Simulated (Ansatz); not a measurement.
# BSiH4O2F (SMILES O[SiH2]B(O)F) at RPA@PBE/def2-SVP

Aim: the vertical singlet–triplet gap of BSiH4O2F at RPA@PBE/def2-SVP, from 2 runs. 

The calculation is run with Ansatz 0.2.0.

127 further runs of the same task are left out: 127 set aside as unsound or not needed. Runs told in other sessions of the task aren't counted.

### Step 1. Starting point

BSiH4O2F: 9 atoms, total charge 0, spin state singlet. As SMILES, `O[SiH2]B(O)F`. Geometry: relaxed at PBE0-D4/def2-TZVP. This is one conformer, not always the lowest.

Bond lengths: O1–Si2 1.653 Å, Si2–B3 2.035 Å, B3–O4 1.347 Å, B3–F5 1.342 Å, O1–H6 0.958 Å, Si2–H7 1.484 Å, Si2–H8 1.493 Å, O4–H9 0.965 Å. Some angles: O1–Si2–B3 110.9°, Si2–B3–O4 121.6°, Si2–B3–F5 119.7°, O4–B3–F5 118.7°, O1–Si2–H7 106.4°, O1–Si2–H8 111.4°, B3–Si2–H7 111.6°, B3–Si2–H8 108.7°, Si2–O1–H6 117.1°, B3–O4–H9 113.7°.

### Step 2. A single-point energy at RPA@PBE/def2-SVP

The input, molecule.yaml:

```yaml
crystal:
  periodic: [false, false, false]
  atoms:
    - {symbol: O, position_ang: [1.152500, 0.650100, 1.703000]}
    - {symbol: Si, position_ang: [0.837600, -0.439800, 0.500200]}
    - {symbol: B, position_ang: [-0.701500, 0.194000, -0.670900]}
    - {symbol: O, position_ang: [-0.968000, -0.381600, -1.859000]}
    - {symbol: F, position_ang: [-1.488500, 1.196900, -0.250400]}
    - {symbol: H, position_ang: [0.401000, 1.098100, 2.092900]}
    - {symbol: H, position_ang: [2.093300, -0.579800, -0.278100]}
    - {symbol: H, position_ang: [0.493300, -1.781600, 1.056300]}
    - {symbol: H, position_ang: [-1.731300, -0.002600, -2.311100]}
basis:
  gaussian:
    orbitals: def2-SVP
magnetization:
  spin_polarized: false
hamiltonian:
  xc: pbe
correlation:
  method: rpa
  frozen_orbitals: {B: 1, F: 1, H: 0, O: 1, Si: 5}
accuracy: high
```

Command:

```bash
$ ansatz run molecule.yaml --threads 1 --pin off --max-ram 3480MiB --events-out events.jsonl --progress --plain --runs-dir runs
```

Log:

```text
Warning: RAYON_NUM_THREADS=1 ignored (pool sized by the plan → 1); use --threads N
Functional definition: PBE
  name "PBE"
  parameter kappa = 0.804
  parameter beta = 0.06672455060314922
  exchange = pbe_x(kappa = kappa, mu = beta*pi^2/3)
  correlation = pbe_c(beta = beta)
2070 factors; integrals over basis functions are off by at most 6.6e-9 eV
mean field evaluation 1: about -15404.1181 eV, gradient 7.3e1 eV
mean field evaluation 2: about -15404.1109 eV, gradient 7.3e1 eV
mean field evaluation 4: about -15412.2602 eV, gradient 2.0e1 eV
mean field evaluation 8: about -15413.1954 eV, gradient 9.6e-1 eV
mean field evaluation 16: about -15413.1944 eV, gradient 1.6e-4 eV
mean field -15413.19444723 eV, -566.4244484972 hartree, gradient 9.9e-8 eV, S^2 0.000000; 0 other end points of the search recorded, 0 dependent functions left out
9 core orbitals not correlated: weight in the atoms' cores, before any rotation towards them, 1.000 or more for the frozen orbitals, at most 0.000 for the correlated occupied ones
reference -15371.71422112 eV, -564.9000783040 hartree; 15, 15 occupied and 70, 70 virtual orbitals, 2070 factors
Total energy: -15402.75136589 eV, -566.0406723366 hartree
```

Wall time 14 s (1 thread of Arm Neoverse V2, shared host); peak memory 0.34 GiB.

### Step 3. The triplet at the same level

The input, job.yaml:

```yaml
basis:
  gaussian:
    orbitals: def2-SVP
crystal:
  periodic: [false, false, false]
  atoms:
    - {symbol: O, position_ang: [1.152500, 0.650100, 1.703000]}
    - {symbol: Si, position_ang: [0.837600, -0.439800, 0.500200]}
    - {symbol: B, position_ang: [-0.701500, 0.194000, -0.670900]}
    - {symbol: O, position_ang: [-0.968000, -0.381600, -1.859000]}
    - {symbol: F, position_ang: [-1.488500, 1.196900, -0.250400]}
    - {symbol: H, position_ang: [0.401000, 1.098100, 2.092900]}
    - {symbol: H, position_ang: [2.093300, -0.579800, -0.278100]}
    - {symbol: H, position_ang: [0.493300, -1.781600, 1.056300]}
    - {symbol: H, position_ang: [-1.731300, -0.002600, -2.311100]}
magnetization:
  spin_polarized: true
  initial_magnetization: 2
hamiltonian:
  xc: {name: PBE}
correlation:
  method: rpa
  frozen_orbitals: {B: 1, F: 1, H: 0, O: 1, Si: 5}
accuracy: high
```

Command:

```bash
$ ansatz run job.yaml --threads 1 --pin off --max-ram 3480MiB --events-out events.jsonl --progress --plain --runs-dir runs
```

Log, cut to the lines that bear on the results:

```text
Warning: RAYON_NUM_THREADS=1 ignored (pool sized by the plan → 1); use --threads N
[... 2 set-up lines as earlier in the session ...]
[...]
2070 factors; integrals over basis functions are off by at most 6.6e-9 eV
[...]
mean field -15408.07626094 eV, -566.2363586203 hartree, gradient 2.7e-8 eV, S^2 2.002966; 7 other end points of the search recorded, 0 dependent functions left out
9 core orbitals not correlated: weight in the atoms' cores, before any rotation towards them, 1.000 or more for the frozen orbitals, at most 0.000 for the correlated occupied ones
reference -15365.73006236 eV, -564.6801645260 hartree; 16, 14 occupied and 69, 71 virtual orbitals, 2070 factors
Total energy: -15397.05056582 eV, -565.8311717983 hartree
```

It took 32 s on 1 thread of Arm Neoverse V2, shared host; peak memory 0.44 GiB.

### Step 4. Summary of results

At RPA@PBE/def2-SVP, 9 core orbitals frozen:

```
                                        quantity          value
                           singlet: total energy  -566.04067 Eh
       singlet: RPA correlation energy (valence)    -1140.6 mEh
                           triplet: total energy  -565.83117 Eh
       triplet: RPA correlation energy (valence)    -1151.0 mEh
      triplet: ⟨S²⟩ of the reference determinant          2.003
vertical energy of the triplet above the singlet       5.701 eV
```

In words: At this shape the triplet lies 5.70 eV (131 kcal/mol) above the singlet.
